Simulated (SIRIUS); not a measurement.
## Br under changes of volume

One of the cells (33.988 Å³/atom); the others are scaled copies at fixed shape and fractional positions:

```
Br
1.0
     3.36325   -2.32255    0.00000
     3.36325    2.32255    0.00000
     0.00000    0.00000    8.70230
Br
4
Cartesian
  3.3632 0.6266 3.3948
  3.3632 1.6959 7.7459
  3.3632 -0.6266 5.3075
  3.3632 -1.6959 0.9564
```

| Property | Result |
| --- | --- |
| Program | SIRIUS 7.12.0 |
| Functional | LDA |
| Potentials or basis | all-electron FP-LAPW |
| Cutoff | 222 eV |
| Basis | apw+lo standard |
| k mesh | 6 × 6 × 2 |
| Occupations | fermi-dirac, width 0.05 eV |
| Spin | no spin polarisation |

| volume (Å³/atom) | energy over the lowest point (meV/atom) | gap on the mesh (eV) |
| --- | --- | --- |
| 31.949 | ? | ? |
| 32.629 | 0.00 | 1.85 |
| 33.308 | 1.68 | 1.79 |
| 33.988 | 5.78 | 1.74 |
| 34.668 | 12.05 | 1.68 |
| 35.348 | 20.30 | 1.63 |
| 36.028 | 29.97 | 1.58 |

Problem. What does the run at 31.949 Å³/atom give?

Solution. Energy over the lowest point 1.16 meV/atom; gap on the mesh 1.92 eV.

Worked out: A Birch-Murnaghan fit of order 3 (a polynomial in V^(-2/3)) to the other rows has its minimum at 32.57 Å³/atom, just outside them, with B0 = V·E''(V) = 33 GPa and B' = 6.0 at fixed shape and positions, which overstates the stiffness. It gives 1.27 meV/atom at 31.949 Å³/atom, against the run's 1.16. A straight line through the other rows of the gap, of slope -2.73 eV per unit of ln V, extrapolates to 1.91 eV, against the run's 1.92.

Energies are extrapolated to zero smearing.

A mesh can miss the band edges. Spin-orbit coupling on Br is left out.
